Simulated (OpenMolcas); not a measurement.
# Cu³⁺ among point charges: CASSCF and CASPT2 levels and susceptibility

Aim: the splitting of the states of Cu³⁺ in the field of 4 point charges, its lowest levels with spin-orbit coupling and its magnetic susceptibility.

Program: OpenMolcas 26.06. Level of theory: state-averaged CASSCF and CASPT2, spin-orbit coupling by RASSI with atomic mean-field integrals. These are calculated values, not measurements, unless marked.

### Step 1. What is computed

| Quantity | Value |
| --- | --- |
| Species | Cu³⁺ (copper, Z = 29, 26 electrons) |
| Basis | ANO-RCC-VDZP [5s4p2d1f], 34 functions |
| Scalar Hamiltonian | DKH2, point nucleus |
| Inactive shells | 1s 2s 2p 3s 3p |
| Active space | 8 electrons in 5 orbitals (3d) |
| Some configurations of this space | 3d⁸ |
| Orbitals | optimised for each spin and parity, averaged over all roots |

The outer shells:

3d8
```
3d [↑↓][↑↓][↑↓][↑ ][↑ ]
```

The ion sits among 4 point charges of -1 e arranged as a square (D4h), 1.8 Å from the ion.

Each step is its own input file, run in one work folder so that later steps find the files of earlier ones. Labels, J, g values, rates, χT and fits are worked out afterwards by a script from the matrices that RASSI stores. The input lists half of the charges; inversion (Group=XYZ) makes the rest.

### Step 2. Basis and integrals

File a.inp:

```
&GATEWAY
Coord
1

Cu 0.0 0.0 0.0
Basis=ANO-RCC-VDZP
Group=XYZ
NoMove
AngMom=0.0 0.0 0.0
AMFI
XField
2 Angstrom 0
1.800000 0.000000 0.000000 -1.000000
0.000000 1.800000 0.000000 -1.000000
&SEWARD
```

On the command line:

```
$ OMP_NUM_THREADS=1 MOLCAS_MEM=1689 MOLCAS_PROJECT=a pymolcas a.inp > a.log
```

Standard output:

```text
Basis set label: CU.ANO-RCC...5S4P2D1F.

      Electronic valence basis set:
      ------------------
      Associated Effective Charge  29.000000 au
      Associated Actual Charge     29.000000 au
      Nuclear Model: Point charge

      Shell  nPrim  nBasis  Cartesian Spherical Contaminant
         s      21       5        X
         p      15       4        X
         d      10       2                 X
         f       6       1                 X
                  Relativistic Douglas-Kroll-Hess integrals:
                    - DKH order of Hamiltonian: 2
                    - DKH order of Properties : 0
                  Atomic mean-field integrals
```

### Step 3. Reference wave functions, triplets of even parity, 10 roots

File a.inp:

```
&RASSCF
FileOrb=start.orb
Symmetry=1
Spin=3
nActEl=8 0 0
Inactive=3 6
Ras2=5 0
CIRoot=10 10 1
SDav=10
CIMx=300
Iter=120 100
PrWF=0.3
OrbListing=Nothing
MaxOrb=0
>>> COPY $Project.JobIph JOB001
```

On the command line:

```
$ OMP_NUM_THREADS=1 MOLCAS_MEM=1689 MOLCAS_PROJECT=a pymolcas a.inp > a.log
```

start.orb holds the contracted functions of the basis, ordered by shell, or the orbitals of the step before.

Standard output:

```text
Wave function specifications:
      -----------------------------

      Number of closed shell electrons          18
      Number of electrons in active shells       8
      Max number of holes in RAS1 space          0
      Max nr of electrons in RAS3 space          0
      Number of inactive orbitals                9
      Number of active orbitals                  5
      Number of secondary orbitals              20
      Spin quantum number                      1.0
      State symmetry                             1
Orbital specifications:
      -----------------------

      Symmetry species                           1   2
                                                ag  au
      Frozen orbitals                            0   0
      Inactive orbitals                          3   6
      Active orbitals                            5   0
      RAS1 orbitals                              0   0
      RAS2 orbitals                              5   0
      RAS3 orbitals                              0   0
      Secondary orbitals                         7  13
      Deleted orbitals                           0   0
      Number of basis functions                 15  19
      Number of CSFs                            10
      Number of root(s) required                10
      Iter CI   SX   CI       RASSCF       Energy    max ROT     max BLB   max BLB  Level Ln srch  Step   QN
          iter iter root      energy       change     param      element    value   shift minimum  type update
 Nr of preliminary CI iterations:   1
      Total energies have been shifted. Add                -1000.00 au
        1   1    6    0  -653.99817804    0.00E+00   1.54E-01*   8  15 1  7.98E-01*  0.00   0.00    SX    NO
        2   1    6    0  -654.30528558   -3.07E-01* -8.22E-02    6  12 2  4.89E-01*  0.00   0.00    SX    NO
        3   1    6    0  -654.35119700   -4.59E-02* -6.59E-02    4  10 2 -2.88E-01*  0.00   0.00    SX    NO
        4   1    6    0  -654.37819912   -2.70E-02* -5.20E-02    6  12 2  2.34E-01*  0.00   0.00    SX    NO
        5   1    6    0  -654.38942833   -1.12E-02* -2.12E-02    4  10 2 -1.86E-01*  0.00   0.55    LS   YES
        6   1    5    0  -654.41409854   -2.47E-02* -2.66E-03    8  15 1  1.76E-02*  0.00   1.11    QN   YES
        7   1    4    0  -654.41434185   -2.43E-04* -1.19E-04    6  12 2  1.24E-03*  0.00   0.97    QN   YES
        8   1    4    0  -654.41434235   -5.05E-07* -2.22E-05    6  12 2  1.08E-04*  0.00   1.06    QN   YES
        9   1    3    0  -654.41434236   -5.18E-09  -3.96E-06    8  15 1  8.54E-06   0.00   1.10    QN   YES
      Convergence after  9 iterations
       10   1    3    0  -654.41434236   -7.96E-11  -3.96E-06    4  10 2 -1.12E-06   0.00   1.10    QN   YES
      Natural orbitals and occupation numbers for root  1
      sym 1:   1.783216   1.216784   2.000000   1.783216   1.216784
      Natural orbitals and occupation numbers for root  2
      sym 1:   2.000000   1.783216   1.216784   1.216784   1.783216
      Natural orbitals and occupation numbers for root  3
      sym 1:   2.000000   2.000000   1.000000   2.000000   1.000000
::    RASSCF root number  1 Total energy:  -1654.45316881
::    RASSCF root number  2 Total energy:  -1654.45316881
::    RASSCF root number  3 Total energy:  -1654.45143485
::    RASSCF root number  4 Total energy:  -1654.44162748
::    RASSCF root number  5 Total energy:  -1654.44153834
::    RASSCF root number  6 Total energy:  -1654.43982413
::    RASSCF root number  7 Total energy:  -1654.43982413
::    RASSCF root number  8 Total energy:  -1654.36061367
::    RASSCF root number  9 Total energy:  -1654.33111167
::    RASSCF root number 10 Total energy:  -1654.33111167
```

### Step 4. CASSCF: singlets of even parity, 15 roots

File a.inp:

```
&RASSCF
FileOrb=start.orb
Symmetry=1
Spin=1
nActEl=8 0 0
Inactive=3 6
Ras2=5 0
CIRoot=15 15 1
SDav=15
CIMx=300
Iter=120 100
PrWF=0.3
OrbListing=Nothing
MaxOrb=0
>>> COPY $Project.JobIph JOB002
```

On the command line:

```
$ OMP_NUM_THREADS=1 MOLCAS_MEM=1689 MOLCAS_PROJECT=a pymolcas a.inp > a.log
```

Standard output:

```text
Wave function specifications:
      -----------------------------

      Number of closed shell electrons          18
      Number of electrons in active shells       8
      Max number of holes in RAS1 space          0
      Max nr of electrons in RAS3 space          0
      Number of inactive orbitals                9
      Number of active orbitals                  5
      Number of secondary orbitals              20
      Spin quantum number                      0.0
      State symmetry                             1
Orbital specifications:
      -----------------------

      Symmetry species                           1   2
                                                ag  au
      Frozen orbitals                            0   0
      Inactive orbitals                          3   6
      Active orbitals                            5   0
      RAS1 orbitals                              0   0
      RAS2 orbitals                              5   0
      RAS3 orbitals                              0   0
      Secondary orbitals                         7  13
      Deleted orbitals                           0   0
      Number of basis functions                 15  19
      Number of CSFs                            15
      Number of root(s) required                15
      Iter CI   SX   CI       RASSCF       Energy    max ROT     max BLB   max BLB  Level Ln srch  Step   QN
          iter iter root      energy       change     param      element    value   shift minimum  type update
 Nr of preliminary CI iterations:   1
      Total energies have been shifted. Add                -1000.00 au
        1   1    5    0  -654.31768766    0.00E+00  -3.23E-03    4  11 1 -1.25E-02*  0.00   0.00    SX    NO
        2   1    5    0  -654.31776562   -7.80E-05* -2.08E-03    5  11 2 -1.10E-02*  0.00   0.00    SX    NO
        3   1    5    0  -654.31778482   -1.92E-05* -1.85E-03    5  11 2  7.81E-03*  0.00   0.00    SX    NO
        4   1    5    0  -654.31779768   -1.29E-05* -1.56E-03    5  11 2 -6.87E-03*  0.00   0.00    SX    NO
        5   1    5    0  -654.31780704   -9.36E-06* -7.14E-04    5  11 2  5.80E-03*  0.00   0.54    LS   YES
        6   1    3    0  -654.31783112   -2.41E-05*  3.72E-06    4  11 1 -2.21E-05   0.00   1.00    QN   YES
        7   1    3    0  -654.31783112   -4.44E-10  -5.16E-07    5  11 2 -2.55E-06   0.00   1.06    QN   YES
      Convergence after  7 iterations
        8   1    3    0  -654.31783112   -3.41E-12  -5.16E-07    6  10 2 -3.28E-07   0.00   1.06    QN   YES
      Natural orbitals and occupation numbers for root  1
      sym 1:   1.676063   1.856613   0.905729   1.856613   1.704981
      Natural orbitals and occupation numbers for root  2
      sym 1:   1.435261   1.564739   2.000000   1.435261   1.564739
      Natural orbitals and occupation numbers for root  3
      sym 1:   1.564739   1.435261   2.000000   1.564739   1.435261
::    RASSCF root number  1 Total energy:  -1654.37550022
::    RASSCF root number  2 Total energy:  -1654.36657758
::    RASSCF root number  3 Total energy:  -1654.36657758
::    RASSCF root number  4 Total energy:  -1654.35925712
::    RASSCF root number  5 Total energy:  -1654.35259251
::    RASSCF root number  6 Total energy:  -1654.34624365
::    RASSCF root number  7 Total energy:  -1654.34451712
::    RASSCF root number  8 Total energy:  -1654.32146119
::    RASSCF root number  9 Total energy:  -1654.32146119
::    RASSCF root number 10 Total energy:  -1654.30497832
::    RASSCF root number 11 Total energy:  -1654.30279148
::    RASSCF root number 12 Total energy:  -1654.29519825
::    RASSCF root number 13 Total energy:  -1654.29519825
::    RASSCF root number 14 Total energy:  -1654.29253391
::    RASSCF root number 15 Total energy:  -1654.12257843
```

### Step 5. RASSI: spin-orbit coupling between the states

File a.inp:

```
&RASSI
NrOfJobIphs=2 10 15
1 2 3 4 5 6 7 8 9 10
1 2 3 4 5 6 7 8 9 10 11 12 13 14 15
IphNames
JOB001
JOB002
EJob
SpinOrbit
DIPRint=1.0
SOCoupling=1000.0
Subsets=2
Property=9
'ANGMOM' 1 'ANGMOM' 2 'ANGMOM' 3 'MLTPL  1' 1 'MLTPL  1' 2 'MLTPL  1' 3
'AMFI' 1 'AMFI' 2 'AMFI' 3
SOProperty=3
'ANGMOM' 1 'ANGMOM' 2 'ANGMOM' 3
```

Standard output:

```text
SPIN-FREE ENERGIES:
  (Shifted by EMIN (a.u.) =      -1654.4531688133)

 SF State       Relative EMIN(au)   Rel lowest level(eV)    D:o, cm**(-1)      L_eff

     1             0.0000000000        0.0000000000              0.0000         3.0
     2             0.0000000000        0.0000000000              0.0000         3.0
     3             0.0017339617        0.0471835025            380.5606         3.0
     4             0.0115413337        0.3140556887           2533.0300         3.0
     5             0.0116304758        0.3164813689           2552.5944         2.9
     6             0.0133446869        0.3631274289           2928.8202         3.0
     7             0.0133446869        0.3631274289           2928.8202         3.0
    11             0.0776685960        2.1134701639          17046.2865         2.2
    12             0.0865912346        2.3562675304          19004.5793         2.1
    13             0.0865912346        2.3562675304          19004.5793         2.1
     8             0.0925551434        2.5185537553          20313.5060         1.2
    14             0.0939116942        2.5554673846          20611.2345         2.1
    15             0.1005763033        2.7368206366          22073.9471         2.1
    16             0.1069251584        2.9095817849          23467.3597         4.0
    17             0.1086516895        2.9565630889          23846.2895         3.9
     9             0.1220571383        3.3213439348          26788.4454         1.1
    10             0.1220571383        3.3213439348          26788.4454         1.1
    18             0.1317076244        3.5839470402          28906.4823         4.0
    19             0.1317076244        3.5839470402          28906.4823         4.0
    20             0.1481904967        4.0324688427          32524.0546         3.9
    21             0.1503773317        4.0919756567          33004.0094         4.0
    22             0.1579705673        4.2985981227          34670.5320         4.0
    23             0.1579705673        4.2985981227          34670.5320         4.0
    24             0.1606349018        4.3710983566          35255.2858         4.0
    25             0.3305903868        8.9958227051          72556.2033         0.1
     Dipole printing threshold changed to   1.00000000E+00
Eigenvalues of complex Hamiltonian:
   -----------------------------------
  (Shifted by EMIN (a.u.) =      -1654.4531688133)

 SO State       Relative EMIN(au)   Rel lowest level(eV)    D:o, cm**(-1)     J-value

     1            -0.0062414904        0.0000000000              0.0000         1.7
     2            -0.0060908264        0.0040997776             33.0669         1.6
     3            -0.0040604316        0.0593496348            478.6871         2.9
     4            -0.0040604316        0.0593496348            478.6871         2.9
     5            -0.0030502983        0.0868367630            700.3857         3.4
     6             0.0035785813        0.2672177657           2155.2566         1.8
     7             0.0035785813        0.2672177657           2155.2566         1.8
     8             0.0043553162        0.2883537990           2325.7302         2.3
     9             0.0059297449        0.3311961864           2671.2774         3.8
    10             0.0061311623        0.3366770331           2715.4834         3.3
    11             0.0061575218        0.3373943103           2721.2686         3.6
    12             0.0061575218        0.3373943103           2721.2686         3.6
    13             0.0086000581        0.4038591090           3257.3434         1.1
    14             0.0125544672        0.5114640640           4125.2359         2.7
    15             0.0125544672        0.5114640640           4125.2359         2.7
    16             0.0132512255        0.5304238233           4278.1567         2.5
    17             0.0149665528        0.5771002553           4654.6275         2.9
    18             0.0180231238        0.6602737913           5325.4673         1.5
    19             0.0190987602        0.6895433479           5561.5422         1.8
    20             0.0190987602        0.6895433479           5561.5422         1.8
    21             0.0197474617        0.7071954156           5703.9157         2.0
    22             0.0771328042        2.2687301359          18298.5426         2.0
    23             0.0839099123        2.4531446400          19785.9459         1.8
    24             0.0839099123        2.4531446400          19785.9459         1.8
    25             0.0931074806        2.7034232243          21804.5788         1.2
    26             0.0933623993        2.7103599159          21860.5270         1.8
    27             0.0953789613        2.7652333624          22303.1112         1.6
    28             0.0953789613        2.7652333624          22303.1112         1.6
    29             0.0991052890        2.8666319046          23120.9456         1.1
    30             0.1070915980        3.0839504431          24873.7378         1.6
    31             0.1088644245        3.1321915105          25262.8282         1.6
    32             0.1211361099        3.4661210831          27956.1519         1.1
    33             0.1217615855        3.4831411412          28093.4279         1.1
    34             0.1225170323        3.5036978953          28259.2293         1.3
    35             0.1225170323        3.5036978953          28259.2293         1.3
    36             0.1242231574        3.5501239247          28633.6805         1.1
    37             0.1243093721        3.5524699462          28652.6024         0.9
    38             0.1318690561        3.7581794270          30311.7613         2.8
    39             0.1318690561        3.7581794270          30311.7613         2.8
    40             0.1484286587        4.2087891687          33946.1740         3.4
    41             0.1505580640        4.2667332383          34413.5244         3.5
Weights of the five most important spin-orbit-free states for each spin-orbit state.

 SO State  Total energy (au)           Spin-free states, spin, and weights
 -------------------------------------------------------------------------------------------------------
    1        -0.006241       2 1.0  0.4900    1 1.0  0.4900    5 1.0  0.0086    6 1.0  0.0049    7 1.0  0.0049
    2        -0.006091       1 1.0  0.4904    2 1.0  0.4904    6 1.0  0.0089    7 1.0  0.0089   16 0.0  0.0014
    3        -0.004060       2 1.0  0.4964    3 1.0  0.4272    4 1.0  0.0550    5 1.0  0.0094    1 1.0  0.0077
    4        -0.004060       1 1.0  0.4964    3 1.0  0.4272    4 1.0  0.0550    5 1.0  0.0094    2 1.0  0.0077
    5        -0.003050       3 1.0  0.6193    1 1.0  0.1523    2 1.0  0.1523    6 1.0  0.0377    7 1.0  0.0377
    6         0.003579       3 1.0  0.4401    2 1.0  0.2669    1 1.0  0.1849    4 1.0  0.0736    5 1.0  0.0301
    7         0.003579       3 1.0  0.4401    1 1.0  0.2669    2 1.0  0.1849    4 1.0  0.0736    5 1.0  0.0301
    8         0.004355       1 1.0  0.4268    2 1.0  0.4268    6 1.0  0.0692    7 1.0  0.0692    4 1.0  0.0055
    9         0.005930       5 1.0  0.6146    7 1.0  0.1917    6 1.0  0.1917   11 0.0  0.0011   24 0.0  0.0006
   10         0.006131       4 1.0  0.5568    6 1.0  0.1764    7 1.0  0.1764    1 1.0  0.0448    2 1.0  0.0448
   11         0.006158       7 1.0  0.4522    5 1.0  0.3089    4 1.0  0.1631    3 1.0  0.0367    2 1.0  0.0285
   12         0.006158       6 1.0  0.4522    5 1.0  0.3089    4 1.0  0.1631    3 1.0  0.0367    1 1.0  0.0285
```

Time for these steps: 5 s (1 thread of Arm Neoverse V1, shared host).

Spin-free states, with their symmetry labels:

```
state  degeneracy  E (cm-1)  free-ion L (%)
   3E           2         0         F (100)
  3B1           1       381         F (100)
  3B2           1      2533         F (100)
  3A2           1      2553          F (93)
   3E           2      2929          F (99)
  1A1           1     17046          D (92)
   1E           2     19005          D (97)
  3A2           1     20314          P (93)
  1B1           1     20611          D (95)
  1B2           1     22074          D (98)
  1A2           1     23467         G (100)
  1A1           1     23846          G (94)
   3E           2     26788          P (98)
   1E           2     28906          G (99)
  1B1           1     32524          G (95)
  1B2           1     33004          G (98)
   1E           2     34671          G (98)
  1A1           1     35255          G (99)
  1A1           1     72556          S (99)
```

With spin-orbit coupling:

```tsv
E (cm-1)	Degeneracy	Label	2S+1	g
0.0	1	A1	3	
33.1	1	A2	3	
478.7	2	E	3	0.00 0.00 5.49
700.4	1	B2	3	
2155	2	E	3	0.00 0.00 5.49
2326	1	B1	3	
2671	1	A1	3	
2715	1	B1	3	
2721	2	E	3	0.00 0.00 0.82
3257	1	B2	3	
4125	2	E	3	0.00 0.00 0.84
4278	1	B2	3	
4655	1	A2	3	
5325	1	B1	3	
5562	2	E	3	0.00 0.00 1.33
5704	1	A1	3	
18299	1	A1	1	
19786	2	E	1	0.00 0.00 2.46
21805	1	B1	1	
21861	1	A1	3	
22303	2	E	3	0.00 0.00 3.45
23121	1	B2	1	
24874	1	A2	1	
25263	1	A1	1
```

Principal g values are given for doublets only; a zero marks a field direction without first-order Zeeman splitting.

Powder χT (cm³ K/mol): 0.25 at 2 K, 0.62 at 5 K, 1.21 at 10 K, 2.06 at 20 K, 2.81 at 50 K, 3.09 at 100 K, 3.23 at 150 K, 3.33 at 200 K, 3.40 at 250 K, 3.45 at 300 K.

Orbitals of the lowest block (energies include the constant potential of the surroundings):

```
shell     space  energy (hartree)  mean occupation  ⟨r²⟩ (bohr²)
   1s  inactive         -333.0020            2.000       0.00362
   2s  inactive          -42.2483            2.000        0.0646
   2p  inactive          -36.3891            6.000        0.0521
   3s  inactive           -5.7507            2.000         0.579
   3p  inactive           -3.9335            6.000         0.642
   3d      RAS2                              8.000         0.997
```

(Part 1 of 2 ends here.)
